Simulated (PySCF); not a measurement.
**GaSn+: bond curves at several levels of theory**

One job finds the state of GaSn+, follows it along the bond with each method and fits the curves.

Method: Ga cc-pVDZ-PP with ECP10, Sn cc-pVDZ-PP with ECP28, scalar-relativistic core potentials; program: PySCF 2.14.0.

## (1) Set-up

A driver script around PySCF takes these settings:

- atoms: Ga, Sn
- charge: 1
- basis: Ga cc-pVDZ-PP with ECP10, Sn cc-pVDZ-PP with ECP28
- Hamiltonian: scalar-relativistic core potentials
- basis functions: 46
- electrons treated: 42
- masses in u: 68.9256, 119.9022
- levels: PBE0, PBE, r²SCAN, revPBE, B2PLYP, r²SCAN0, LC-ωPBE, HF, MP2, SCS-MP2, CCSD, CCSD(T)
- grid: 80 radial by 434 angular points
- occupations: held fixed by the projection of orbital angular momentum
- dissociation limit: Ga+ + Sn, each in its ground configuration
- starting distance in angstrom: 2.655
- values of 2S to try: 0, 2

Run with:

```
$ OMP_NUM_THREADS=1 python dia.py task.json out
```

Further steps of the session: The PBE0 curve of the state that the search chose; Other states along the same grid; PBE; r²SCAN; revPBE (GGA); B2PLYP (double hybrid); r²SCAN0 (hybrid meta-GGA); LC-ωPBE; UHF; MP2 and coupled cluster.

Q: Predict the outcome of this session. Wanted: for each run, Re; ωe; De; μ.

**Answer**, as computed:

Lowest PBE0 solution found, without spin–orbit coupling: ³Π (triplet), unpaired electrons σ ↑, π ↑. State 2 has its PBE0 minimum 0.21 eV higher, as a spin-mixed determinant (⟨S²⟩ = 1.01), so this is no gap between pure states. State 3 has its PBE0 minimum 0.44 eV higher. The other levels ran on the lowest alone.

| level | Re (Å) | ωe (cm⁻¹) | De (eV) | μ (D) |
| --- | --- | --- | --- | --- |
| UHF | 3.269 | 87.1 | 0.67 | -3.83 |
| UHF-MP2 | 3.126 | 100.5 | 0.88 | n/a |
| UHF-SCS-MP2 | 3.162 | 96.2 | 0.81 | n/a |
| UHF-CCSD | 3.143 | 100.6 | 0.87 | n/a |
| UHF-CCSD(T) | 3.122 | 103.4 | 0.91 | n/a |
| PBE | 3.097 | 102.3 | 1.28 | -2.24 |
| revPBE | 3.141 | 96.5 | 1.19 | -2.37 |
| r²SCAN | 3.051 | 106.5 | 1.25 | -2.27 |
| PBE0 | 3.073 | 105.0 | 1.16 | -2.53 |
| r²SCAN0 | 3.051 | 107.2 | 1.16 | -2.55 |
| LC-ωPBE | 3.045 | 109.5 | 1.00 | -2.89 |
| B2PLYP | 3.119 | 100.2 | 1.03 | -2.94 |

De is counted to Ga+ + Sn in their ground configurations. A positive dipole points from Ga to Sn; in an ion it is taken about the centre of mass and does not tell which atom is negative.

What this shows: Bond lengths run from 3.045 Å (LC-ωPBE) to 3.269 Å (UHF). CCSD(T) can't serve as the judge here: for a weak bond in this basis it is far from its limit. Of the levels with a De here, UHF gives the least (0.67 eV) and PBE the most (1.28 eV).

Correlated steps freeze 8 core orbitals. Spin–orbit coupling is left out, which matters for elements this heavy, above all for dissociation energies. B2PLYP dipoles, levels and charges come from its SCF part alone.
